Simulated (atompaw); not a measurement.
# Se: generating and testing a PAW (atompaw) potential

Task: generate the file, and judge it by its logarithmic derivatives, its ghosts and its cutoff.

Method: atompaw 4.2.0.5, LDA (PW92), scalar-relativistic.

**1. Starting point**

The settings as typed:

* element: selenium (Se, Z = 34)
* type: PAW
* frozen core: [Ne] 3s2
* valence charge: 22
* reference configuration: 3p6 3d10 4s2 4p4
* partial waves: 4s (bound): rc 1.40 bohr; 4s channel at -0.85 Ry: rc 1.40 bohr; 3p (bound): rc 0.90 bohr; 4p (bound): rc 1.40 bohr; 3d (bound): rc 0.95 bohr; 3d channel at -2.9 Ry: rc 1.40 bohr
* local potential: troulliermartins scheme with l = 3 at 0 Ry, radius 1.15 bohr
* core correction: smooth core density matched at 0.85 bohr
* augmentation charge: sinc compensation charge, radius 1.10 bohr; PAW radius 1.40 bohr; waves and projectors: custom rrkj gramschmidtortho

The outer shells as boxes (Hund's rule for the drawing; the calculation is spin-unpolarised):

```
[Ne] core
3s [↑↓]
3p [↑↓][↑↓][↑↓]
3d [↑↓][↑↓][↑↓][↑↓][↑↓]
4s [↑↓]
4p [↑↓][↑ ][↑ ]
```

An earlier all-electron run gives the scale for the radii.

All-electron outer shells of the reference configuration (LDA (PW92), scalar-relativistic, ld1.x):

```tsv
shell	level (eV)	outermost node (bohr)	outermost maximum (bohr)
2p	-1412.92	–	0.13
3s	-212.67	0.24	0.50
3p	-152.70	0.21	0.50
3d	-53.39	–	0.45
4s	-17.48	0.70	1.51
4p	-6.66	0.74	1.80
```

**2. Generation**

Contents of Se.input:

```
Se 34
LDA-PW scalarrelativistic loggrid 1500 logderivrange -13 5 451
4 4 3 0 0 0
4 1 4
0 0 0
c
c
c
v
c
v
v
v
2
1.40 1.10 1.15 0.85
y
-0.85
n
n
y
-2.9
n
custom rrkj gramschmidtortho sinc
3 0 troulliermartins
1.40
1.40
0.90
1.40
0.95
1.40
PWSCFOUT
UPFDX 0.0125d0 UPFXMIN -7.d0 UPFZMESH 34.d0
END
```

Started as:

```console
atompaw < Se.input > Se.log
```

**Question.** What will these runs give? Wanted: cutoffs for 10 and 1 mRy, occupied levels; bound ghosts; largest phase difference near zero energy, channels read; lowest eigenvalue of the overlap; share of valence orbitals outside the PAW sphere; UPF file.

As calculated:

| quantity | value |
| --- | --- |
| cutoffs for 10 and 1 mRy, occupied levels | 180 Ry and 300 Ry |
| bound ghosts | s at -140.04 eV |
| largest phase difference near zero energy, channels read | 2.982 rad |
| lowest eigenvalue of the overlap (Bessel basis) | 0.464 (s) |
| share of valence orbitals outside the PAW sphere | 4s 71 %, 3p 1 %, 4p 85 %, 3d 3 % |
| UPF file | written |

In words: It has a bound ghost (s), a state that the atom doesn't have, and that rules the file out. The potential is very hard: the looser tolerance needs 180 Ry. Near zero energy the largest phase difference among the channels read is 2.98 rad, in the d channel. A step near π is an extra or missing state, not a misfit of shape. The pseudo curves have poles with no partner nearby in the atom's: s at -10.25 Ry, d at 0.34 Ry. At positive energy that is a spurious or a displaced resonance. These are tests on the free atom; a crystal test is still owed.
